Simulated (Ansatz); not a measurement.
Working through an equation of state with a fit of BeAu3, space group Pm-3m

With Ansatz's Python interface.

Notebook, run cell by cell (the value of a cell's last expression is shown):

**Cell 1**
```python
import ansatz as az
from ase.eos import EquationOfState
from ase.units import GPa
import numpy as np
```

**Cell 2**
```python
VECTORS = np.array([
    [4.011706, 0.0, 0.0],
    [0.0, 4.011706, 0.0],
    [0.0, 0.0, 4.011706],
])
SITES = [
    ("Be", (0.0, 0.0, 0.0)),
    ("Au", (0.0, 0.5, 0.5)),
    ("Au", (0.5, 0.0, 0.5)),
    ("Au", (0.5, 0.5, 0.0)),
]
```

**Cell 3**
```python
def build(cell):
    crystal = az.Crystal(lattice=az.Lattice.of(cell))
    for symbol, position in SITES:
        crystal = crystal.atom(symbol, position)
    return crystal
```

**Cell 4**
```python
# uniform scaling of the cell
volumes, energies, pressures = [], [], []
for scale in np.linspace(0.94, 1.06, 7):
    cell = VECTORS * scale ** (1 / 3)
    setup = build(cell).calculation()
    setup = setup.basis(650).occupations("Gaussian", width=0.15)
    setup = setup.functional("r2scan")
    setup = setup.scf(tolerance=1e-10)
    setup = setup.kpoints(6, 6, 6).stress()
    rep = setup.run(threads=1).report
    volumes.append(abs(np.linalg.det(cell)) / len(SITES))
    energies.append(rep["free_energy_ev"] / len(SITES))
    pressures.append(np.trace(rep["stress_gpa"]) / 3)
    print(f"V = {volumes[-1]:8.4f} A^3/atom  F = {energies[-1]:.5f} eV/atom  P = {pressures[-1]:8.3f} GPa")
```
Output:
```text
V =  15.1724 A^3/atom  F = -9895.86258 eV/atom  P =    5.446 GPa
V =  15.4952 A^3/atom  F = -9895.86970 eV/atom  P =    1.696 GPa
V =  15.8181 A^3/atom  F = -9895.86974 eV/atom  P =   -1.579 GPa
V =  16.1409 A^3/atom  F = -9895.86361 eV/atom  P =   -4.430 GPa
V =  16.4637 A^3/atom  F = -9895.85214 eV/atom  P =   -6.904 GPa
V =  16.7865 A^3/atom  F = -9895.83601 eV/atom  P =   -9.049 GPa
V =  17.1093 A^3/atom  F = -9895.81586 eV/atom  P =  -10.910 GPa
```

**Cell 5**
```python
eos = EquationOfState(volumes, energies, eos="sj")
v0, e0, bulk = eos.fit()
print(f"V0 = {v0:.4f} A^3/atom, E0 = {e0:.5f} eV/atom, B = {bulk / GPa:.1f} GPa")
```
Output:
```text
V0 = 15.6569 A^3/atom, E0 = -9895.87054 eV/atom, B = 158.6 GPa
```

A third-order Birch-Murnaghan fit through the 7 points (the script's own form differs a little) has its minimum at 15.66 Å³ an atom, 3.0 % below the typed cell, with a bulk modulus of 159 GPa and dB/dP = 5.7. From that minimum the energy rises by 8.0 meV an atom on the compressed side and 54.7 meV on the expanded side. The window is off centre, so dB/dP is rough.

Reading the output:
- Total energies depend on the potentials; only differences at equal settings carry meaning.
- For a metal this k-point mesh is coarse: on a finer one energies can move by several to tens of meV an atom and pressures by half a GPa or more, differences at one mesh by less.
- Pressure is positive in compression.
- Spin-orbit coupling, which matters for elements this heavy, is left out.
- The structure comes from a database of computed cells and needn't be a stable or known phase.
- The whole script took 65 s on 1 thread of Intel(R) Xeon(R) Processor @ 2.30GHz (shared host), peak memory 0.78 GiB.
